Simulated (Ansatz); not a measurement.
# Cl2H2S2Zr: up Jacob's ladder to CCSD(T)

One table from this session's results is given with a row withheld; the runs are named, their logs left out.

Program: Ansatz 0.2.0, Gaussian basis. Level of theory: functionals in def2-TZVPP, the program's frozen cores in correlated methods. These are calculated values, not measurements.

The runs, in order: PBE-D4, r2SCAN-D4, PBE0-D4, B3LYP-D4, ωB97X-V, ωB97M-V, B2PLYP; CCSD(T)/def2-TZVPP; MP2/def2-QZVPP; extrapolation to the limit.

### The relaxed structure

All runs share one geometry, relaxed beforehand with PBE0-D4 in a triple-zeta def2 set. Zr takes the def2 core potential; no spin-orbit term is included.

SMILES `[SH][Zr]([SH])([Cl])[Cl]`, 7 atoms, charge 0, spin multiplicity 1.

Atoms are counted from 1 here; the program's logs count them from 0.

Bond lengths: S1–Zr2 2.415 Å, S1–H6 1.350 Å, Zr2–S3 2.409 Å, Zr2–Cl4 2.330 Å, Zr2–Cl5 2.326 Å, S3–H7 1.350 Å. Angles: Zr2–S1–H6 90.8°, S1–Zr2–S3 104.2°, S1–Zr2–Cl4 108.8°, S1–Zr2–Cl5 110.2°, S3–Zr2–Cl4 111.3°, S3–Zr2–Cl5 109.8°, Cl4–Zr2–Cl5 112.3°, Zr2–S3–H7 89.0°.

Set-up of the first run:

Input file in.yaml:

```yaml
crystal:
  periodic: [false, false, false]
  atoms:
    - {symbol: S, position_ang: [-1.899330, -0.562078, -0.719443]}
    - {symbol: Zr, position_ang: [0.394735, -0.123468, -0.103546]}
    - {symbol: S, position_ang: [0.561370, 2.279755, -0.116422]}
    - {symbol: Cl, position_ang: [0.776171, -0.985394, 2.027310]}
    - {symbol: Cl, position_ang: [1.837494, -1.020844, -1.691498]}
    - {symbol: H, position_ang: [-1.716808, -1.885870, -0.528076]}
    - {symbol: H, position_ang: [0.046367, 2.297900, 1.131676]}
basis:
  gaussian: {orbitals: def2-TZVPP}
hamiltonian: {xc: pbe, dispersion: d4}
output: {forces: true, orbitals: {seedname: orbitals}}
```

Started as:

```console
$ ansatz run in.yaml --threads 4 --pin off --events-out ev --progress --plain --max-ram 10444MiB
```

Among the steps run: PBE-D4 (GGA); r2SCAN-D4 (meta-GGA); PBE0-D4 (hybrid); B3LYP-D4 (hybrid); ωB97X-V (range-separated); ωB97M-V (range-separated); B2PLYP (double hybrid).

One table of the session follows, with a row left open; its other results are not shown here.

It belongs to the step «Frontier levels by functional». 

| functional | HOMO (eV) | LUMO (eV) | gap (eV) |
| --- | --- | --- | --- |
| PBE-D4 | -6.90 | -3.34 | 3.56 |
| r2SCAN-D4 | -7.21 | -3.22 | 3.99 |
| PBE0-D4 | -8.11 | -2.56 | 5.55 |
| B3LYP-D4 | -7.84 | -2.73 | 5.11 |
| ωB97X-V | ? | ? | ? |
| ωB97M-V | -10.25 | -0.50 | 9.75 |

**Question.** Estimate the row for ωB97X-V.

The run gave: HOMO (eV): -10.43; LUMO (eV): -0.46; gap (eV): 9.97. In the column «HOMO (eV)» it is the lowest.
